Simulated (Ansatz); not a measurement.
**C2H4Br2: small, medium and large basis sets**

How large a basis does C2H4Br2 need? Two functionals are run in growing sets.

Method: one geometry, several basis sets; program: Ansatz 0.2.0, Gaussian basis.

The runs, in order: PBE0-D4/def2-SVP; ωB97M-V/def2-SVP; PBE0-D4/def2-QZVPP; ωB97M-V/def2-QZVPP; the functionals' def2-TZVPP values are taken from earlier runs.

### Step 1. The geometry

The geometry comes from an earlier relaxation with PBE0-D4 in a triple-zeta def2 set; it is a stationary point, not always the lowest conformer.

SMILES `CC(Br)Br`, 8 atoms, charge 0, spin multiplicity 1.

Atoms are counted from 1 here; the program's logs count them from 0.

Bond lengths: C1–C2 1.502 Å, C1–H5 1.090 Å, C1–H6 1.092 Å, C1–H7 1.092 Å, C2–Br3 1.940 Å, C2–Br4 1.940 Å, C2–H8 1.085 Å. Angles: C2–C1–H5 110.9°, C2–C1–H6 109.6°, C2–C1–H7 109.6°, H5–C1–H6 108.8°, H5–C1–H7 108.8°, H6–C1–H7 109.0°, C1–C2–Br3 111.0°, C1–C2–Br4 111.0°, C1–C2–H8 113.1°, Br3–C2–Br4 110.9°, Br3–C2–H8 105.3°, Br4–C2–H8 105.3°.

Coordinates:

```xyz
8

C     0.1994    0.8184    0.0145
C    -0.1758   -0.6306    0.1415
Br    1.2844   -1.7789   -0.4176
Br   -1.7874   -1.0228   -0.8648
H     0.4137    1.0754   -1.0229
H    -0.6235    1.4427    0.3691
H     1.0864    1.0217    0.6181
H    -0.3971   -0.9259    1.1622
```

### Step 2. PBE0-D4 in def2-SVP

Input file in.yaml:

```yaml
crystal:
  periodic: [false, false, false]
  atoms:
    - {symbol: C, position_ang: [0.199355, 0.818386, 0.014470]}
    - {symbol: C, position_ang: [-0.175826, -0.630564, 0.141510]}
    - {symbol: Br, position_ang: [1.284383, -1.778933, -0.417615]}
    - {symbol: Br, position_ang: [-1.787354, -1.022768, -0.864841]}
    - {symbol: H, position_ang: [0.413656, 1.075357, -1.022934]}
    - {symbol: H, position_ang: [-0.623521, 1.442667, 0.369102]}
    - {symbol: H, position_ang: [1.086445, 1.021736, 0.618072]}
    - {symbol: H, position_ang: [-0.397136, -0.925870, 1.162237]}
basis:
  gaussian: {orbitals: def2-SVP}
hamiltonian: {xc: pbe0, dispersion: d4}
output: {orbitals: {seedname: orbitals}}
```

Started as:

```sh
> ansatz run in.yaml --threads 4 --pin off --events-out ev --progress --plain --max-ram 10444MiB
```

Further steps of the session: ωB97M-V in def2-SVP; PBE0-D4 in def2-QZVPP; ωB97M-V in def2-QZVPP.

**Question.** What will the summary of the whole plan be? Wanted: PBE0-D4: double and triple zeta above quadruple; ωB97M-V: double and triple zeta above quadruple.

The runs gave:

```
                                       quantity           value
PBE0-D4: double and triple zeta above quadruple  22.37, 2.98 eV
ωB97M-V: double and triple zeta above quadruple  22.34, 2.88 eV
```

In words: For PBE0-D4 the step from double to triple zeta gains 19.39 eV and the next only 2.98 eV. These are total energies; as a rule much of such shifts cancels in differences, which this series doesn't test. The LUMO of ωB97M-V is positive and keeps falling with the basis (1.59 to 1.02 eV): an unbound level that the basis holds in place.
